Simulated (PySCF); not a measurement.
# [RuBr2]+: structure of the doublet

The task is one start of a wider search on [RuBr2]+: the doublet, built as bent. It is relaxed, tested by its Hessian and followed downhill if it is a saddle.

Method: PBE0, basis Ru def2-SVP with ECP28, Br def2-SVP, scalar-relativistic core potentials, no spin–orbit coupling, density fitting; program: PySCF 2.14.0.

## 1. The starting structure

3 atoms, charge 1, spin multiplicity 2.

Bond lengths: Ru1–Br2 2.342 Å, Ru1–Br3 2.342 Å. Angles: Br2–Ru1–Br3 110.0°.

```xyz
3
charge 1 multiplicity 2
Ru    0.0000    0.0000   -0.8163
Br    1.9186    0.0000    0.5271
Br   -1.9186    0.0000    0.5271
```

## 2. Relaxation: bent start, doublet

The steps below are one call of a driver around PySCF. For each, scf.py gives the equivalent set-up of the SCF; relaxations use the driver's own optimiser. Before each start the driver seeks the lowest SCF state from one or more starting densities and follows internal instabilities, so scf.py alone need not reach the same state.

The program finds C2v symmetry in the start, which this walk keeps.

scf.py

```python
from pyscf import gto, scf, dft
mol = gto.M(atom='''
Ru     0.000000     0.000000    -0.816343
Br     1.918600    -0.000000     0.527057
Br    -1.918600     0.000000     0.527057''',
    basis={'Ru': 'def2-SVP', 'Br': 'def2-SVP'},
    ecp={'Ru': 'def2-SVP'},
    charge=1, spin=1)
mf = dft.UKS(mol, xc='PBE0')
mf.grids.atom_grid = (50, 194)
aux = {'Ru': 'def2-universal-JKFIT', 'Br': 'def2-universal-JKFIT'}
mf = mf.density_fit(auxbasis=aux)
mf.kernel()
```

The runs that follow: Frequencies.

Before running it: what results should come out? Wanted: minimum; geometry; wavenumbers; dipole moment; highest occupied, lowest empty level; polar-tensor charge of Ru1; zero-point energy; ⟨S²⟩.

The runs gave:

| quantity | value |
| --- | --- |
| minimum | broken-symmetry (Ms = 1/2), C2v |
| geometry | Ru–Br 2.271 Å (×2); Br–Ru–Br 109.4° |
| wavenumbers (cm⁻¹) | 81 (a1), 312 (a1), 340 (b2) |
| dipole moment (centre of mass) | 2.52 D |
| highest occupied, lowest empty level (either spin) | -13.38, -10.85 eV |
| polar-tensor charge of Ru1 | +1.28 e |
| zero-point energy | 4.4 kJ/mol |
| entropy at 298.15 K | 326.1 J/(mol K) |
| ⟨S²⟩ | 1.773 |

In words: The molecule stays C2v, as typed, and the end point is a minimum. The determinant is spin-contaminated (⟨S²⟩ = 1.77 against 0.75), so it is no pure spin state. The strongest infrared band lies at 340 cm⁻¹ (b2, stretch). Other starts or spin states, not run here, may lie lower. The soft modes, below some 90 cm⁻¹, carry numerical noise of tens of cm⁻¹, and the entropy with them. One determinant may miss the lowest occupation of an open d or f shell.
